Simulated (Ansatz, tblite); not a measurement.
# Ca20 tetrahedron (Ca20−): a ladder of methods and basis sets

Aim: run the doublet of Ca20 tetrahedron (Ca20−) at one geometry on many levels, and compare frontier levels, spin and run time.

Computed with Ansatz 0.2.0, Gaussian basis. Level: as each input shows.

Plan: GFN1-xTB, GFN2-xTB, PBE/def2-TZVP, r2SCAN/def2-TZVP, B97M-V/def2-TZVP, PBE/def2-SVP, PBE0/def2-SVP, HF/STO-3G.

3 further runs of the same task are left out: 1 that didn't finish, 2 set aside as unsound or not needed.

## 1. The relaxed structure

The doublet was relaxed beforehand with PBE/def2-SVP.

20 atoms, charge -1, spin multiplicity 2.

Bond lengths: Ca1–Ca2 3.773 Å, Ca1–Ca5 3.773 Å, Ca1–Ca11 3.772 Å, Ca2–Ca3 3.865 Å, Ca2–Ca5 3.812 Å, Ca2–Ca6 3.838 Å, Ca2–Ca11 3.809 Å, Ca2–Ca12 3.838 Å, Ca3–Ca4 3.775 Å, Ca3–Ca6 3.839 Å, Ca3–Ca7 3.811 Å, Ca3–Ca12 3.836 Å, Ca3–Ca13 3.810 Å, Ca4–Ca7 3.773 Å, Ca4–Ca13 3.775 Å, Ca5–Ca6 3.838 Å, Ca5–Ca8 3.866 Å, Ca5–Ca11 3.811 Å and more. Angles: Ca2–Ca1–Ca5 60.7°, Ca2–Ca1–Ca11 60.6°, Ca5–Ca1–Ca11 60.7°, Ca1–Ca2–Ca3 179.6°, Ca1–Ca2–Ca5 59.7°, Ca1–Ca2–Ca6 119.9°, Ca1–Ca2–Ca11 59.7°, Ca1–Ca2–Ca12 119.9°, Ca3–Ca2–Ca5 120.0°, Ca3–Ca2–Ca6 59.8°, Ca3–Ca2–Ca11 120.0°, Ca3–Ca2–Ca12 59.7°, Ca5–Ca2–Ca6 60.2°, Ca5–Ca2–Ca11 60.0°, Ca5–Ca2–Ca12 90.5°, Ca6–Ca2–Ca11 90.5°, Ca6–Ca2–Ca12 60.7°, Ca11–Ca2–Ca12 60.3° and more.

Geometry (Å):

```
Ca   -4.0378   -4.0302   -4.0364
Ca   -1.3690   -1.3634   -4.0612
Ca    1.3656    1.3680   -4.0586
Ca    4.0393    4.0327   -4.0285
Ca   -1.3690   -4.0628   -1.3696
Ca    1.3705   -1.3752   -1.3730
Ca    4.0598    1.3620   -1.3629
Ca    1.3625   -4.0657    1.3664
Ca    4.0571   -1.3739    1.3659
Ca    4.0325   -4.0400    4.0344
Ca   -4.0610   -1.3660   -1.3666
Ca   -1.3702    1.3719   -1.3690
Ca    1.3677    4.0595   -1.3617
Ca   -1.3722   -1.3754    1.3700
Ca    1.3717    1.3675    1.3746
Ca    1.3641   -1.3720    4.0618
Ca   -4.0600    1.3642    1.3675
Ca   -1.3661    4.0589    1.3703
Ca   -1.3665    1.3608    4.0625
Ca   -4.0360    4.0287    4.0372
```

The ion is computed in the gas phase, without counter-ions or solvent.

PBE0/def2-TZVP was run before; its log isn't repeated, and its numbers join the tables.

## 2. GFN1-xTB

Tight binding, by tblite at 300 K electronic temperature and without a spin-polarisation term:

```python
tblite.interface.Calculator('GFN1-xTB', numbers, positions, charge=-1, uhf=1).singlepoint()
```

Energy -339.6453 eV; 0.17 s.

## 3. GFN2-xTB

Tight binding, by tblite at 300 K electronic temperature and without a spin-polarisation term:

```python
tblite.interface.Calculator('GFN2-xTB', numbers, positions, charge=-1, uhf=1).singlepoint()
```

Energy -219.4961 eV; 0.89 s.

## 4. PBE/def2-TZVP

start.molden holds the orbitals of an earlier run on this state, given as this run's starting guess.

in.yaml

```yaml
crystal:
  periodic: [false, false, false]
  atoms:
    - {symbol: Ca, position_ang: [-4.037806, -4.030228, -4.036360]}
    - {symbol: Ca, position_ang: [-1.369021, -1.363441, -4.061182]}
    - {symbol: Ca, position_ang: [1.365576, 1.367976, -4.058575]}
    - {symbol: Ca, position_ang: [4.039275, 4.032702, -4.028509]}
    - {symbol: Ca, position_ang: [-1.368999, -4.062837, -1.369603]}
    - {symbol: Ca, position_ang: [1.370546, -1.375217, -1.373017]}
    - {symbol: Ca, position_ang: [4.059820, 1.361976, -1.362886]}
    - {symbol: Ca, position_ang: [1.362484, -4.065691, 1.366370]}
    - {symbol: Ca, position_ang: [4.057145, -1.373892, 1.365886]}
    - {symbol: Ca, position_ang: [4.032540, -4.039957, 4.034420]}
    - {symbol: Ca, position_ang: [-4.061036, -1.365993, -1.366567]}
    - {symbol: Ca, position_ang: [-1.370176, 1.371875, -1.368966]}
    - {symbol: Ca, position_ang: [1.367737, 4.059456, -1.361718]}
    - {symbol: Ca, position_ang: [-1.372180, -1.375381, 1.370004]}
    - {symbol: Ca, position_ang: [1.371700, 1.367451, 1.374645]}
    - {symbol: Ca, position_ang: [1.364075, -1.372024, 4.061844]}
    - {symbol: Ca, position_ang: [-4.059961, 1.364206, 1.367505]}
    - {symbol: Ca, position_ang: [-1.366129, 4.058904, 1.370332]}
    - {symbol: Ca, position_ang: [-1.366467, 1.360772, 4.062525]}
    - {symbol: Ca, position_ang: [-4.036022, 4.028743, 4.037152]}
basis:
  gaussian: {orbitals: def2-TZVP, fitting: {mean_field: def2-universal-jkfit}, initial_orbitals: start.molden}
total_charge: -1
magnetization: {spin_polarized: true, initial_magnetization: 1}
hamiltonian: {xc: pbe}
scf: {omitted_lower_state_checks: [starts]}
output: {forces: true, orbitals: {seedname: orbitals}}
```

Started as:

```bash
> ansatz run in.yaml --threads 2 --pin off --events-out ev --progress --plain --max-ram 32768MiB --backend cuda --devices 0, --max-vram 18GiB
```

After this run come: r2SCAN/def2-TZVP; B97M-V/def2-TZVP; PBE/def2-SVP; PBE0/def2-SVP; HF/STO-3G.

Q: Predict the results of all the runs planned. Wanted: gap in def2-TZVP, named functionals, smallest and largest; ⟨S²⟩ in def2-TZVP, named functionals, smallest and largest; PBE0 total energy, smallest basis above largest.

As calculated:

```
                                                  quantity                             value
 gap in def2-TZVP, named functionals, smallest and largest  0.13 eV (B97M-V), 0.83 eV (PBE0)
⟨S²⟩ in def2-TZVP, named functionals, smallest and largest                      0.765, 4.222
           PBE0 total energy, smallest basis above largest    46.01 eV (def2-SVP, def2-TZVP)
```

In words: Orbital gaps of the named functionals in def2-TZVP span 0.13 eV (B97M-V) to 0.83 eV (PBE0); exact exchange widens it. Over the named functionals in def2-TZVP spin contamination reaches 3.47 (r2SCAN), so some levels may describe another state.
